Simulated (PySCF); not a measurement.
**How the numerical set-up moves the result for TlF**

The method stays; parts of the set-up, such as the basis or the Hamiltonian, are changed.

Program: PySCF 2.14.0. Level of theory: each script names its method and basis. These are calculated values, not measurements.

6 further runs of the same task are left out: 4 for a known fault of the program, 2 that didn't finish.

### Step 1. The system as given

TlF: 2 atoms, charge 0, spin multiplicity 1.

Bond lengths: Tl1–F2 1.841 Å.

### Step 2. The base run

The input, input.py:

```python
from pyscf import gto, scf

mol = gto.M(
    atom='Tl 0 0 0; F 0 0 1.841',
    basis='crenbl',
    ecp={'Tl': 'crenbl', 'F': 'crenbl'},
    charge=0,
    spin=0,
    verbose=4,
)
mf = scf.RHF(mol)
mf.kernel()
mf.dip_moment()
print('orbital energies (hartree):', mf.mo_energy[..., max(0, mol.nelec[1]-3):mol.nelec[0]+3].round(4))
```

On the command line:

```sh
$ OMP_NUM_THREADS=1 python input.py
```

Its log is not repeated here.

In short: E(SCF) = -73.978601 Eh, 10 cycles, μ = 2.59 D.

The bond length is a typed value, not an optimised one.

### Step 3. Core potential off

Run 1 changes core potential: on → off. The core potential changes with it: totals don't compare.

The input, input.py:

```python
from pyscf import gto, scf

mol = gto.M(
    atom='Tl 0 0 0; F 0 0 1.841',
    basis='crenbl',
    charge=0,
    spin=0,
    verbose=4,
)
mf = scf.RHF(mol)
mf.kernel()
mf.dip_moment()
print('orbital energies (hartree):', mf.mo_energy[..., max(0, mol.nelec[1]-3):mol.nelec[0]+3].round(4))
```

On the command line:

```sh
$ OMP_NUM_THREADS=1 python input.py
```

### Step 4. Def2-tzvp

Run 2 changes basis set: crenbl → def2-tzvp. The core potential changes with it: totals don't compare.

Edit input.py of step 2 so:

```diff
@@ -4,4 +4,4 @@
     atom='Tl 0 0 0; F 0 0 1.841',
-    basis='crenbl',
-    ecp={'Tl': 'crenbl', 'F': 'crenbl'},
+    basis='def2-tzvp',
+    ecp={'Tl': 'def2-tzvp'},
     charge=0,
```

### Step 5. Density fitting def2-universal-jkfit

Run 3 changes density fitting: none → def2-universal-jkfit.

Edit input.py of step 2 so:

```diff
@@ -11,2 +11,3 @@
 mf = scf.RHF(mol)
+mf = mf.density_fit(auxbasis='def2-universal-jkfit')
 mf.kernel()
```

### Step 6. Cartesian functions on

Run 4 changes Cartesian functions: off → on.

Edit input.py of step 2 so:

```diff
@@ -8,2 +8,3 @@
     spin=0,
+    cart=True,
     verbose=4,
```

What does the calculation give? Wanted: for each run, E(SCF); from base; gap; SCF dipole.

As calculated:

```csv
run,E(SCF) (hartree),from base (eV),cycles,gap (eV),SCF dipole (D),functions
base,-73.978601,0,10,10.69,2.59,48
core potential off (poor choice),-2178.537650,not comparable,5,779.06,134.53,48
def2-tzvp,-271.017790,not comparable,10,10.62,2.22,81
density fitting def2-universal-jkfit,-73.978508,not comparable,10,10.69,2.59,48
Cartesian functions on,-73.983816,-0.1419,10,10.72,2.57,52
```

In words: Rows marked «poor choice» come from settings spoiled on purpose.
